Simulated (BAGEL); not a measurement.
**GeNH4Cl (SMILES [NH2][GeH2][Cl]) at RI-MP2/cc-pVDZ (density fitting with qzvpp-jkfit)**

Aim: the energy change on altering one bond length of GeNH4Cl at RI-MP2/cc-pVDZ (density fitting with qzvpp-jkfit), from 2 runs. 

The results are computed with BAGEL 1.2.2.

2 further runs of the same task are left out: 1 that didn't finish, 1 set aside as unsound or not needed.

### 1 The system as given

GeNH4Cl has 7 atoms, charge 0, and is taken as a singlet. SMILES: `[NH2][GeH2][Cl]`. The coordinates come from a PBE0-D4/def2-TZVP relaxation. This is one conformer, not always the lowest.

Bond lengths: N1–Ge2 1.818 Å, Ge2–Cl3 2.176 Å, N1–H4 1.010 Å, N1–H5 1.010 Å, Ge2–H6 1.530 Å, Ge2–H7 1.530 Å. Angles: N1–Ge2–Cl3 112.8°, N1–Ge2–H6 108.7°, N1–Ge2–H7 108.7°, Cl3–Ge2–H6 105.8°, Cl3–Ge2–H7 105.8°, Ge2–N1–H4 115.0°, Ge2–N1–H5 115.0°, H6–Ge2–H7 115.1°, H4–N1–H5 109.1°.

### 2 A single-point energy at RI-MP2/cc-pVDZ (density fitting with qzvpp-jkfit)

File input.json:

```json
{ "bagel" : [

{
  "title" : "molecule",
  "basis" : "cc-pvdz.json",
  "df_basis" : "qzvpp-jkfit",
  "angstrom" : "true",
  "geometry" : [
    { "atom" : "N", "xyz" : [      -0.792900,       0.515500,      -0.722700 ] },
    { "atom" : "Ge", "xyz" : [       0.579900,       0.003300,       0.353200 ] },
    { "atom" : "Cl", "xyz" : [       0.394500,      -2.054600,       1.034500 ] },
    { "atom" : "H", "xyz" : [      -1.700900,       0.526800,      -0.279600 ] },
    { "atom" : "H", "xyz" : [      -0.858900,       0.014700,      -1.597700 ] },
    { "atom" : "H", "xyz" : [       0.559300,       0.864900,       1.617200 ] },
    { "atom" : "H", "xyz" : [       1.880200,       0.061300,      -0.450600 ] }
  ]
},

{
  "title" : "hf"
},

{
  "title" : "mp2",
  "ncore" : 15
}

]}
```

The basis set cc-pVDZ is read from a file made from the Basis Set Exchange's data (not shown).

Started as:

```
BAGEL_NUM_THREADS=1 BAGEL input.json > input.out
```

Output:

```text
* using 1 threads per process

  ===============================================================
  ===============================================================

  *** Geometry ***

  { "atom" : "N", "xyz" : [     -1.498364,      0.974154,     -1.365705 ] },
  { "atom" : "Ge", "xyz" : [      1.095852,      0.006236,      0.667451 ] },
  { "atom" : "Cl", "xyz" : [      0.745497,     -3.882631,      1.954922 ] },
  { "atom" : "H", "xyz" : [     -3.214235,      0.995508,     -0.528367 ] },
  { "atom" : "H", "xyz" : [     -1.623086,      0.027779,     -3.019215 ] },
  { "atom" : "H", "xyz" : [      1.056924,      1.634424,      3.056065 ] },
  { "atom" : "H", "xyz" : [      3.553063,      0.115840,     -0.851511 ] },

  Number of auxiliary basis functions:      543

  Since a DF basis is specified, we compute 2- and 3-index integrals:
    o Being stored without compression. Storage requirement is 0.027 GB

  Number of basis functions:       79
  Number of electrons      :       60

    * METHOD: MOLECULE                             0.26

  *** RHF ***

  === Nuclear Repulsion ===
   274.8234797802

      * DIIS with orbital gradients will be used.

  === RHF iteration (cc-pvdz.json) ===
      0      -2591.48771264          0.01633867           0.08
      1      -2591.61771860          0.01050448           0.08
      2      -2591.67372230          0.00112478           0.08
      3      -2591.67475954          0.00027880           0.08
      4      -2591.67484995          0.00007405           0.08
      5      -2591.67485542          0.00001963           0.08
      6      -2591.67485603          0.00000594           0.08
      7      -2591.67485609          0.00000185           0.08
      8      -2591.67485609          0.00000065           0.08
      9      -2591.67485609          0.00000020           0.08
     10      -2591.67485609          0.00000007           0.08
     11      -2591.67485609          0.00000003           0.08
     12      -2591.67485609          0.00000001           0.08
    * SCF iteration converged.

    * Permanent dipole moment:
           (    0.248524,    -0.591863,     0.388875) a.u.

    * METHOD: HF                                   1.22

  *** RHF ***

  === Nuclear Repulsion ===
   274.8234797802

      * DIIS with orbital gradients will be used.

  === RHF iteration (cc-pvdz.json) ===
      0      -2591.67485609          0.00000000           0.08
    * SCF iteration converged.

    * Permanent dipole moment:
           (    0.248524,    -0.591863,     0.388875) a.u.

  === DF-MP2 calculation ===

    * freezing 15 orbitals
    * 3-index integral transformation done
    * assembly done

      MP2 correlation energy:   -0.4248239755      0.03

      MP2 total energy:       -2592.0996800658

    * METHOD: MP2                                  0.20

  ===============================================================
```

It took 1.9 s on 1 thread of Arm Neoverse V2, shared host; peak memory 0.13 GiB.

### 3 The distorted shape

File job.json:

```json
{ "bagel": [

{
  "title": "molecule",
  "basis": "cc-pvdz.json",
  "df_basis": "qzvpp-jkfit",
  "angstrom": true,
  "geometry": [
    { "atom": "N", "xyz": [      -1.443071,       0.486499,      -0.320787 ] },
    { "atom": "Ge", "xyz": [      -0.070271,      -0.025701,       0.755113 ] },
    { "atom": "Cl", "xyz": [      -0.255671,      -2.083601,       1.436413 ] },
    { "atom": "H", "xyz": [      -2.351071,       0.497799,       0.122313 ] },
    { "atom": "H", "xyz": [      -1.509071,      -0.014301,      -1.195787 ] },
    { "atom": "H", "xyz": [      -0.090871,       0.835899,       2.019113 ] },
    { "atom": "H", "xyz": [       1.880200,       0.061300,      -0.450600 ] }
  ]
},

{
  "title": "hf"
},

{
  "title": "mp2",
  "ncore": 15
}

]}
```

The basis set cc-pVDZ is read from a file made from the Basis Set Exchange's data (not shown).

Started as:

```
BAGEL_NUM_THREADS=1 BAGEL job.json > job.out
```

Output:

```text
* using 1 threads per process

  ===============================================================
  ===============================================================

  *** Geometry ***

  { "atom" : "N", "xyz" : [     -2.727009,      0.919350,     -0.606200 ] },
  { "atom" : "Ge", "xyz" : [     -0.132793,     -0.048568,      1.426957 ] },
  { "atom" : "Cl", "xyz" : [     -0.483148,     -3.937435,      2.714427 ] },
  { "atom" : "H", "xyz" : [     -4.442880,      0.940704,      0.231138 ] },
  { "atom" : "H", "xyz" : [     -2.851731,     -0.027025,     -2.259710 ] },
  { "atom" : "H", "xyz" : [     -0.171721,      1.579620,      3.815571 ] },
  { "atom" : "H", "xyz" : [      3.553063,      0.115840,     -0.851511 ] },

  Number of auxiliary basis functions:      543

  Since a DF basis is specified, we compute 2- and 3-index integrals:
    o Being stored without compression. Storage requirement is 0.027 GB

  Number of basis functions:       79
  Number of electrons      :       60

    * METHOD: MOLECULE                             0.26

  *** RHF ***

  === Nuclear Repulsion ===
   270.2928112203

      * DIIS with orbital gradients will be used.

  === RHF iteration (cc-pvdz.json) ===
      0      -2591.40015022          0.01633546           0.08
      1      -2591.53021843          0.01068877           0.08
      2      -2591.58870152          0.00113323           0.08
      3      -2591.58990891          0.00031780           0.08
      4      -2591.59002498          0.00008639           0.08
      5      -2591.59003382          0.00002500           0.08
      6      -2591.59003490          0.00000769           0.08
      7      -2591.59003499          0.00000235           0.08
      8      -2591.59003500          0.00000088           0.08
      9      -2591.59003500          0.00000026           0.08
     10      -2591.59003500          0.00000010           0.08
     11      -2591.59003500          0.00000004           0.08
     12      -2591.59003500          0.00000001           0.08
     13      -2591.59003500          0.00000000           0.08
    * SCF iteration converged.

    * Permanent dipole moment:
           (    0.756068,    -0.501908,     0.087607) a.u.

    * METHOD: HF                                   1.28

  *** RHF ***

  === Nuclear Repulsion ===
   270.2928112203

      * DIIS with orbital gradients will be used.

  === RHF iteration (cc-pvdz.json) ===
      0      -2591.59003500          0.00000000           0.08
    * SCF iteration converged.

    * Permanent dipole moment:
           (    0.756068,    -0.501909,     0.087607) a.u.

  === DF-MP2 calculation ===

    * freezing 15 orbitals
    * 3-index integral transformation done
    * assembly done

      MP2 correlation energy:   -0.4301091016      0.03

      MP2 total energy:       -2592.0201441003

    * METHOD: MP2                                  0.20

  ===============================================================
```

Wall time 1.9 s (1 thread of Arm Neoverse V2, shared host); peak memory 0.13 GiB.

### 4 What came out

At RI-MP2/cc-pVDZ (density fitting with qzvpp-jkfit), 15 core orbitals frozen:

| quantity | value |
| --- | --- |
| first shape: total energy | -2592.09968 Eh |
| first shape: correlation energy (15 core orbitals frozen) | -424.8 mEh |
| distorted shape: total energy | -2592.02014 Eh |
| distorted shape: correlation energy (15 core orbitals frozen) | -430.1 mEh |
| energy change with the Ge2–H7 bond stretched from 1.530 to 2.295 Å | 2.164 eV |

**Reading.** One bond (distorted shape) is far stretched, which a spin-restricted single reference describes badly; perturbation theory on it can break down and give far too much correlation. With the Ge2–H7 bond stretched from 1.530 to 2.295 Å the energy rises by 2.16 eV (50 kcal/mol). The first shape isn't relaxed at this level, so the change isn't measured from a minimum. A restricted reference can't describe the breaking bond well at this length.
